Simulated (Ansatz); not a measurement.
# SF6: geometry and frequencies at several levels, part 2 of 2

The task, for SF6: geometry and frequencies at several levels.

Ansatz 0.2.0, Gaussian bases. Earlier steps stand in the parts before.

## (8) Frequencies, LDA/def2-SVP

input.yaml reads:

```yaml
crystal:
  periodic: [false, false, false]
  atoms:
    - { symbol: F, position_ang: [-0.42962236, 1.2013958, -0.93753038] }
    - { symbol: S, position_ang: [4.775e-05, 5.958e-05, 2.115e-05] }
    - { symbol: F, position_ang: [1.46308058, 0.59777013, 0.09543607] }
    - { symbol: F, position_ang: [0.42637728, -0.84037334, -1.27227689] }
    - { symbol: F, position_ang: [-0.42627721, 0.84051253, 1.27230817] }
    - { symbol: F, position_ang: [-1.46298339, -0.59765922, -0.0953738] }
    - { symbol: F, position_ang: [0.42970736, -1.20128548, 0.93756568] }
basis:
  gaussian: { orbitals: def2-SVP }
hamiltonian:
  xc: lda
phonons: {}
```

On the command line:

```
> ansatz run input.yaml --threads 4 --pin off --max-ram 10240MiB --backend cpu --events-out ev --progress --plain --runs-dir out
```

The log of the run, cut to the lines that bear on the results:

```text
Warning: RAYON_NUM_THREADS=4 ignored (pool sized by the plan → 4); use --threads N
[...]
Functional definition: SPW92
[...]
1093 factors; their error is unknown
[...]
mean field -26978.02255433 eV, -991.4240425110 hartree, gradient 1.1e-5 eV, S^2 0.000000; 0 other end points of the search recorded, 0 dependent functions left out
[...]
reference -26978.02256220 eV, -991.4240428005 hartree; 35, 35 occupied and 67, 67 virtual orbitals, 1093 factors
[...]
1093 factors; their error is unknown
mean field -26978.02252044 eV, -991.4240412656 hartree, gradient 7.9e-7 eV, S^2 0.000000; 0 other end points of the search recorded, 0 dependent functions left out
[...]
reference -26978.02252831 eV, -991.4240415551 hartree; 35, 35 occupied and 67, 67 virtual orbitals, 1093 factors
[...]
1093 factors; their error is unknown
[...]
reference -26978.02247891 eV, -991.4240397395 hartree; 35, 35 occupied and 67, 67 virtual orbitals, 1093 factors
Total energy: -26978.02256220 eV, -991.4240428005 hartree
Atom 0 at    -0.429622     1.201396    -0.937530 Å, force     0.000239    -0.000543     0.000482 eV/Å
Atom 1 at     0.000048     0.000060     0.000021 Å, force     0.000005     0.000007     0.000007 eV/Å
Atom 2 at     1.463081     0.597770     0.095436 Å, force    -0.000718    -0.000243    -0.000119 eV/Å
Atom 3 at     0.426377    -0.840373    -1.272277 Å, force    -0.000238     0.000330     0.000650 eV/Å
Atom 4 at    -0.426277     0.840513     1.272308 Å, force     0.000198    -0.000478    -0.000567 eV/Å
Atom 5 at    -1.462983    -0.597659    -0.095374 Å, force     0.000700     0.000311    -0.000041 eV/Å
Atom 6 at     0.429707    -1.201285     0.937566 Å, force    -0.000187     0.000615    -0.000413 eV/Å
Dipole moment:    -0.000000    -0.000000    -0.000000 e Å
Vibrations: 332.67 332.68 332.68 489.39 489.39 489.39 585.50 585.50 585.50 679.77 679.78 770.50 1030.02 1030.02 1030.02 cm⁻¹, zero-point energy 0.585380 eV
```

Run time: 10 s. Hardware: 4 threads of Arm Neoverse V1, shared host; peak memory 0.14 GiB.

Harmonic frequencies (cm⁻¹; negative: imaginary): 333, 333, 333, 489, 489, 489, 585, 585, 585, 680, 680, 770, 1030, 1030, 1030.

## (9) Relaxation, PBE-D4/def2-SVP

input.yaml reads:

```yaml
crystal:
  periodic: [false, false, false]
  atoms:
    - { symbol: F, position_ang: [-0.43645401, 1.22045014, -0.95243044] }
    - { symbol: S, position_ang: [5.59e-05, 5.328e-05, 1.702e-05] }
    - { symbol: F, position_ang: [1.48630543, 0.60725682, 0.0969959] }
    - { symbol: F, position_ang: [0.43314117, -0.85368091, -1.29250201] }
    - { symbol: F, position_ang: [-0.43302032, 0.85389387, 1.29248694] }
    - { symbol: F, position_ang: [-1.48619973, -0.60717757, -0.09685761] }
    - { symbol: F, position_ang: [0.43650156, -1.22037563, 0.9524402] }
basis:
  gaussian: { orbitals: def2-SVP }
hamiltonian:
  xc: pbe
  dispersion: d4
relax:
  f_tol: 0.002
  max_steps: 150
```

On the command line:

```
> ansatz run input.yaml --threads 4 --pin off --max-ram 10240MiB --backend cpu --events-out ev --progress --plain --runs-dir out
```

The log of the run, cut to the lines that bear on the results:

```text
Warning: RAYON_NUM_THREADS=4 ignored (pool sized by the plan → 4); use --threads N
[...]
Functional definition: PBE
[...]
1093 factors; their error is unknown
[...]
mean field -27097.69768377 eV, -995.8220223994 hartree, gradient 6.1e-6 eV, S^2 0.000000; 0 other end points of the search recorded, 0 dependent functions left out
[...]
reference -27097.69769172 eV, -995.8220226915 hartree; 35, 35 occupied and 67, 67 virtual orbitals, 1093 factors
relax step   1: F+E_penalty+E_count = -27097.85070689 eV  Δ(F+E_penalty+E_count) = +0.000e0 eV  max|allowed force component| = 1.771e-2 eV/Å  Δτ_max = 0.0000 Å  (24 SCF iters, accepted)
[...]
relax step   2: F+E_penalty+E_count = -27097.85072552 eV  Δ(F+E_penalty+E_count) = -1.863e-5 eV  max|allowed force component| = 1.089e-2 eV/Å  Δτ_max = 0.0002 Å  (17 SCF iters, accepted)
[...]
mean field -27097.69773256 eV, -995.8220241924 hartree, gradient 1.5e-5 eV, S^2 0.000000; 1 other end points of the search recorded, 0 dependent functions left out
[...]
reference -27097.69774050 eV, -995.8220244843 hartree; 35, 35 occupied and 67, 67 virtual orbitals, 1093 factors
Total energy: -27097.85074322 eV, -995.8276472305 hartree
Atom 0 at    -0.436588     1.220867    -0.952726 Å, force     0.000056     0.000048     0.000010 eV/Å
Atom 1 at     0.000048     0.000060     0.000021 Å, force    -0.000039     0.000023     0.000016 eV/Å
Atom 2 at     1.486794     0.607456     0.096983 Å, force    -0.000004     0.000070    -0.000060 eV/Å
Atom 3 at     0.433289    -0.853994    -1.292898 Å, force    -0.000046    -0.000092     0.000020 eV/Å
Atom 4 at    -0.433188     0.854135     1.292929 Å, force     0.000013    -0.000065     0.000064 eV/Å
Atom 5 at    -1.486697    -0.607346    -0.096919 Å, force    -0.000008    -0.000005    -0.000096 eV/Å
Atom 6 at     0.436672    -1.220757     0.952761 Å, force     0.000028     0.000020     0.000046 eV/Å
Dipole moment:     0.000002    -0.000001    -0.000001 e Å
```

Run time: 4.5 s. Hardware: 4 threads of Arm Neoverse V1, shared host; peak memory 0.14 GiB.

Relaxation path:

| step | energy from step 1 (eV) | largest force component (eV/Å) |
| --- | --- | --- |
| 1 | 0.0000 | 0.0177 |
| 2 | 0.0000 | 0.0109 |
| 3 | 0.0000 | 0.0001 |

Step 1 is the start.

Before: Bond lengths: F1–S2 1.608 Å, S2–F3 1.608 Å, S2–F4 1.608 Å, S2–F5 1.608 Å, S2–F6 1.608 Å, S2–F7 1.608 Å. Angles (14 of 15 angles, heavy atoms first): F1–S2–F3 90.0°, F1–S2–F4 90.0°, F1–S2–F5 90.0°, F1–S2–F6 90.0°, F1–S2–F7 180.0°, F3–S2–F4 90.0°, F3–S2–F5 90.0°, F3–S2–F6 180.0°, F3–S2–F7 90.0°, F4–S2–F5 180.0°, F4–S2–F6 90.0°, F4–S2–F7 90.0°, F5–S2–F6 90.0°, F5–S2–F7 90.0°.

After: Bond lengths: F1–S2 1.609 Å, S2–F3 1.609 Å, S2–F4 1.609 Å, S2–F5 1.609 Å, S2–F6 1.609 Å, S2–F7 1.609 Å. Angles (14 of 15 angles, heavy atoms first): F1–S2–F3 90.0°, F1–S2–F4 90.0°, F1–S2–F5 90.0°, F1–S2–F6 90.0°, F1–S2–F7 180.0°, F3–S2–F4 90.0°, F3–S2–F5 90.0°, F3–S2–F6 180.0°, F3–S2–F7 90.0°, F4–S2–F5 180.0°, F4–S2–F6 90.0°, F4–S2–F7 90.0°, F5–S2–F6 90.0°, F5–S2–F7 90.0°.

## (10) Frequencies, PBE-D4/def2-SVP

input.yaml reads:

```yaml
crystal:
  periodic: [false, false, false]
  atoms:
    - { symbol: F, position_ang: [-0.43658756, 1.22086656, -0.95272629] }
    - { symbol: S, position_ang: [4.771e-05, 5.967e-05, 2.119e-05] }
    - { symbol: F, position_ang: [1.48679404, 0.60745596, 0.09698259] }
    - { symbol: F, position_ang: [0.43328891, -0.853994, -1.2928982] }
    - { symbol: F, position_ang: [-0.43318824, 0.8541352, 1.29292865] }
    - { symbol: F, position_ang: [-1.48669658, -0.60734621, -0.09691851] }
    - { symbol: F, position_ang: [0.43667173, -1.22075717, 0.95276057] }
basis:
  gaussian: { orbitals: def2-SVP }
hamiltonian:
  xc: pbe
  dispersion: d4
phonons: {}
```

On the command line:

```
> ansatz run input.yaml --threads 4 --pin off --max-ram 10240MiB --backend cpu --events-out ev --progress --plain --runs-dir out
```

The log of the run, cut to the lines that bear on the results:

```text
Warning: RAYON_NUM_THREADS=4 ignored (pool sized by the plan → 4); use --threads N
[...]
[... 1 set-up line as earlier in the session ...]
[...]
1093 factors; their error is unknown
[...]
mean field -27097.69773256 eV, -995.8220241924 hartree, gradient 3.5e-5 eV, S^2 0.000000; 0 other end points of the search recorded, 0 dependent functions left out
[...]
reference -27097.69774050 eV, -995.8220244843 hartree; 35, 35 occupied and 67, 67 virtual orbitals, 1093 factors
[...]
1093 factors; their error is unknown
mean field -27097.69769709 eV, -995.8220228887 hartree, gradient 6.7e-7 eV, S^2 0.000000; 0 other end points of the search recorded, 0 dependent functions left out
[...]
reference -27097.69770503 eV, -995.8220231806 hartree; 35, 35 occupied and 67, 67 virtual orbitals, 1093 factors
[...]
1093 factors; their error is unknown
[...]
reference -27097.69768182 eV, -995.8220223279 hartree; 35, 35 occupied and 67, 67 virtual orbitals, 1093 factors
Total energy: -27097.85074322 eV, -995.8276472305 hartree
Atom 0 at    -0.436588     1.220867    -0.952726 Å, force     0.000039     0.000049     0.000014 eV/Å
Atom 1 at     0.000048     0.000060     0.000021 Å, force     0.000005     0.000007     0.000007 eV/Å
Atom 2 at     1.486794     0.607456     0.096983 Å, force    -0.000007     0.000069    -0.000060 eV/Å
Atom 3 at     0.433289    -0.853994    -1.292898 Å, force    -0.000049    -0.000086     0.000017 eV/Å
Atom 4 at    -0.433188     0.854135     1.292929 Å, force     0.000011    -0.000064     0.000066 eV/Å
Atom 5 at    -1.486697    -0.607346    -0.096919 Å, force    -0.000014    -0.000001    -0.000100 eV/Å
Atom 6 at     0.436672    -1.220757     0.952761 Å, force     0.000015     0.000026     0.000056 eV/Å
Dipole moment:    -0.000000    -0.000000    -0.000000 e Å
Vibrations: 318.90 318.91 318.91 471.20 471.20 471.20 561.74 561.74 561.75 634.92 634.92 717.43 966.32 966.32 966.33 cm⁻¹, zero-point energy 0.554321 eV
```

Run time: 15 s. Hardware: 4 threads of Arm Neoverse V1, shared host; peak memory 0.14 GiB.

Harmonic frequencies (cm⁻¹; negative: imaginary): 319, 319, 319, 471, 471, 471, 562, 562, 562, 635, 635, 717, 966, 966, 966.

## (11) The levels compared

| level | F1–S2 (Å) | S2–F3 (Å) | S2–F4 (Å) | rotational constants (MHz) | dipole (D) | highest frequency (cm⁻¹) | CPU time |
| --- | --- | --- | --- | --- | --- | --- | --- |
| HF/STO-3G | 1.6522 | 1.6522 | 1.6522 | 2436.1, 2436.1, 2436.1 | 0.00 | 1158 | 4.7 s |
| HF/6-31G* | 1.5540 | 1.5540 | 1.5540 | 2753.8, 2753.8, 2753.8 | 0.00 | 1099 | 17 s |
| LDA/def2-SVP | 1.5833 | 1.5833 | 1.5833 | 2652.9, 2652.9, 2652.9 | 0.00 | 1030 | 11 s |
| PBE-D4/def2-SVP | 1.6090 | 1.6090 | 1.6090 | 2568.9, 2568.9, 2568.9 | 0.00 | 966 | 14 s |

Constants are for the commonest isotopes at the equilibrium geometry; times are CPU times of the relaxations.

## (12) What came out

What follows sums up all 2 parts.

| quantity | value |
| --- | --- |
| F1–S2 at PBE-D4/def2-SVP | 1.609 Å |
| S2–F3 at PBE-D4/def2-SVP | 1.609 Å |
| S2–F4 at PBE-D4/def2-SVP | 1.609 Å |
| frequencies at PBE-D4/def2-SVP | 319 to 966 cm⁻¹ |

**Reading.** The F–S distance spreads over 0.098 Å, from HF/6-31G* (shortest) to HF/STO-3G. No mode is imaginary, so the geometry is a minimum.
